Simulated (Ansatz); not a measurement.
# B₂FH₄N: one species, many methods

One table from this session's results is given with a row withheld; the runs are named, their logs left out.

Computed with Ansatz 0.2.0, Gaussian basis. Level: functionals in def2-TZVPP, the program's frozen cores in correlated methods.

Levels to be run: LDA (SPW92), PBE-D4, revPBE-D4, BLYP-D4, r2SCAN-D4, B97M-V, PBE0-D4, B3LYP-D4, r2SCANh-D4, r2SCAN0-D4, HSE06-D4, BHLYP-D4, CAM-B3LYP-D4, LC-ωPBE, ωB97X-V, ωB97M-V, B2PLYP, PBE-QIDH; CCSD(T)/def2-SVP; CCSD(T)/def2-TZVPP; MP2/def2-QZVPP; extrapolation to the limit; RPA on PBE.

### The relaxed structure

An earlier PBE0-D4 in a triple-zeta def2 set relaxation fixed the geometry.

SMILES `NBBF`, 8 atoms, charge 0, spin multiplicity 1.

Atoms are counted from 1 here; the program's logs count them from 0.

Bond lengths: N1–B2 1.388 Å, N1–H5 1.007 Å, N1–H6 1.008 Å, B2–B3 1.713 Å, B2–H7 1.200 Å, B3–F4 1.327 Å, B3–H8 1.212 Å. Angles: B2–N1–H5 124.0°, B2–N1–H6 122.8°, H5–N1–H6 113.3°, N1–B2–B3 117.2°, N1–B2–H7 117.4°, B3–B2–H7 125.4°, B2–B3–F4 121.6°, B2–B3–H8 123.9°, F4–B3–H8 114.5°.

The first run:

File in.yaml:

```yaml
crystal:
  periodic: [false, false, false]
  atoms:
    - {symbol: N, position_ang: [-0.552169, 1.185944, 0.037497]}
    - {symbol: B, position_ang: [0.204450, 0.189220, -0.562017]}
    - {symbol: B, position_ang: [0.417015, -1.266798, 0.315171]}
    - {symbol: F, position_ang: [1.145853, -2.266400, -0.164589]}
    - {symbol: H, position_ang: [-0.740211, 2.080609, -0.385138]}
    - {symbol: H, position_ang: [-0.969962, 1.080381, 0.948713]}
    - {symbol: H, position_ang: [0.655993, 0.417325, -1.650292]}
    - {symbol: H, position_ang: [-0.068867, -1.477282, 1.404956]}
basis:
  gaussian: {orbitals: def2-TZVPP}
hamiltonian: {xc: lda}
output: {orbitals: {seedname: orbitals}}
```

Command:

```console
$ ansatz run in.yaml --threads 2 --pin off --events-out ev --progress --plain --max-ram 4352MiB
```

Among the steps run: LDA; PBE-D4 (GGA); revPBE-D4 (GGA); BLYP-D4 (GGA); r2SCAN-D4 (meta-GGA); B97M-V (meta-GGA); PBE0-D4 (hybrid); B3LYP-D4 (hybrid); r2SCANh-D4 (hybrid); r2SCAN0-D4 (hybrid); HSE06-D4 (hybrid); BHLYP-D4 (hybrid); CAM-B3LYP-D4 (range-separated); LC-ωPBE (range-separated); ωB97X-V (range-separated); ωB97M-V (range-separated); B2PLYP (double hybrid); PBE-QIDH (double hybrid).

One table of the session follows, with a row left open; its other results are not shown here.

| functional | HOMO (eV) | LUMO (eV) | gap (eV) |
| --- | --- | --- | --- |
| LDA (SPW92) | -6.34 | -2.97 | 3.37 |
| PBE-D4 | -6.27 | -2.70 | 3.57 |
| revPBE-D4 | -6.23 | -2.60 | 3.63 |
| BLYP-D4 | -6.23 | -2.55 | 3.68 |
| r2SCAN-D4 | -6.56 | -2.46 | 4.10 |
| B97M-V | -6.65 | -2.53 | 4.12 |
| PBE0-D4 | -7.71 | -1.75 | 5.96 |
| B3LYP-D4 | -7.54 | -1.96 | 5.58 |
| r2SCANh-D4 | -7.10 | -2.12 | 4.98 |
| r2SCAN0-D4 | -7.89 | -1.61 | 6.29 |
| HSE06-D4 | -7.30 | -2.13 | 5.17 |
| BHLYP-D4 | -9.12 | -0.72 | 8.40 |
| CAM-B3LYP-D4 | -9.19 | -0.61 | 8.58 |
| LC-ωPBE | -10.52 | 0.60 | 11.12 |
| ωB97X-V | ? | ? | ? |
| ωB97M-V | -9.99 | 0.29 | 10.28 |

Q: Estimate the row for ωB97X-V from the others.

As computed: HOMO (eV): -10.18; LUMO (eV): 0.50; gap (eV): 10.67. In the column «HOMO (eV)» it lies between LC-ωPBE (-10.52) and ωB97M-V (-9.99).
